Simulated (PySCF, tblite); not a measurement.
**C₅H₁₁FN₃Si+: geometry, infrared bands and NMR shifts**

Aim: predict the infrared bands and NMR shifts of C₅H₁₁FN₃Si+ (`CCn1n[n+](C)c([SiH3])c1F`).

Programs: tblite 0.8.0 and PySCF 2.14.0, with density-fitted response routines of our own. Each step states its level of theory. These are calculated values for one molecule in the gas phase, unless marked as measured. Atoms count from 0, in the outputs and in this text.

### Step 1. The molecule as given

21 atoms, charge 1, multiplicity 1; geometry from: force field or distance geometry start.

Bonds of the start (Å): C0–C1 1.51, C1–N2 1.44, N2–N3 1.35, N3–N4 1.32, N4–C5 1.47, N4–C6 1.36, C6–Si7 1.84, C6–C8 1.39, C8–F9 1.36, C8–N2 1.35, C0–H10 1.09, C0–H11 1.13, C0–H12 1.11, C1–H13 1.10, C1–H14 1.11, C5–H15 1.10, C5–H16 1.11, C5–H17 1.10, Si7–H18 1.49, Si7–H19 1.46, Si7–H20 1.48.

### Step 2. Geometry optimisation with GFN2-xTB

The job: settings as JSON, then the geometry in Å.

```
{"job": {"kind": "relax", "xc": "GFN2-xTB", "basis": "xTB"}, "charge": 1, "multiplicity": 1}
C      3.144000    -0.237400    -0.485900
C      2.390400    -0.353300     0.817300
N      0.996900    -0.181000     0.513300
N      0.419400     1.040300     0.515400
N     -0.863500     0.927100     0.209000
C     -1.836900     2.019200     0.100900
C     -1.094100    -0.394100    -0.023500
Si    -2.759600    -1.029900    -0.498100
C      0.076200    -1.112700     0.173900
F      0.255600    -2.460200     0.054400
H      3.501300    -1.179500    -0.899400
H      2.429500     0.223700    -1.236600
H      3.959400     0.513100    -0.386400
H      2.756000     0.387500     1.539100
H      2.574600    -1.381100     1.205100
H     -1.991200     2.320600    -0.945100
H     -1.528300     2.908000     0.690200
H     -2.826200     1.692300     0.468400
H     -2.608400    -2.299100    -1.259700
H     -3.470100    -0.009700    -1.262300
H     -3.534000    -1.376900     0.709300
```

Run with:

```sh
OMP_NUM_THREADS=1 python probes_run.py task.json out
```

This one command runs all jobs of the session in turn.

**Question.** This job is followed by: GFN2-xTB harmonic vibrations, gas phase; GIAO PBE0/pcSseg-1 NMR shielding, non-relativistic, gas phase. Predict these results of the whole session: strongest single infrared mode (GFN2-xTB); zero-point energy (GFN2-xTB); 13C shifts against TMS (PBE0/pcSseg-1); 1H shifts against TMS (PBE0/pcSseg-1, means over atoms taken as alike); 15N shifts against NH3 (PBE0/pcSseg-1); 29Si shifts against TMS (PBE0/pcSseg-1); 19F shifts against CFCl3 (PBE0/pcSseg-1).

**Answer**, as computed:

| quantity | value |
| --- | --- |
| strongest single infrared mode (GFN2-xTB) | 777 cm⁻¹, 354 km/mol |
| zero-point energy (GFN2-xTB) | 99.3 kcal/mol |
| 13C shifts against TMS (PBE0/pcSseg-1) | 168.4, 129.6, 47.8, 40.4, 18.6 ppm |
| 1H shifts against TMS (PBE0/pcSseg-1, means over atoms taken as alike) | 4.84, 4.82, 4.58, 1.86 ppm |
| 15N shifts against NH3 (PBE0/pcSseg-1) | 380.9, 271.8, 267.4 ppm |
| 29Si shifts against TMS (PBE0/pcSseg-1) | -89.6 ppm |
| 19F shifts against CFCl3 (PBE0/pcSseg-1) | -131.5 ppm |

What this shows: The optimisation took 112 steps and gained 0.918 eV; among the close pairs (by a distance rule), C6–Si7 changed most, from 1.845 to 1.923 Å. No mode is imaginary among the 57: a minimum at this level. The strongest single mode, at 777 cm⁻¹, is spread over several atoms, H19, H20, H18 among them. Unscaled tight-binding wavenumbers are off by several per cent, some by more. Its intensities can rank the bands wrongly. H13, H14 (mean) (hydrogen on an sp3 CH2 bonded to N) lies farthest downfield among hydrogen, at 4.84 ppm; its carbon carries N, which withdraws density. At PBE0/pcSseg-1: Shielding is most anisotropic at N3 (span 455 ppm, paramagnetic term -431 ppm). NICS(1)zz of -28 ppm above the planar ring from N2 marks a diatropic (aromatic) ring current.
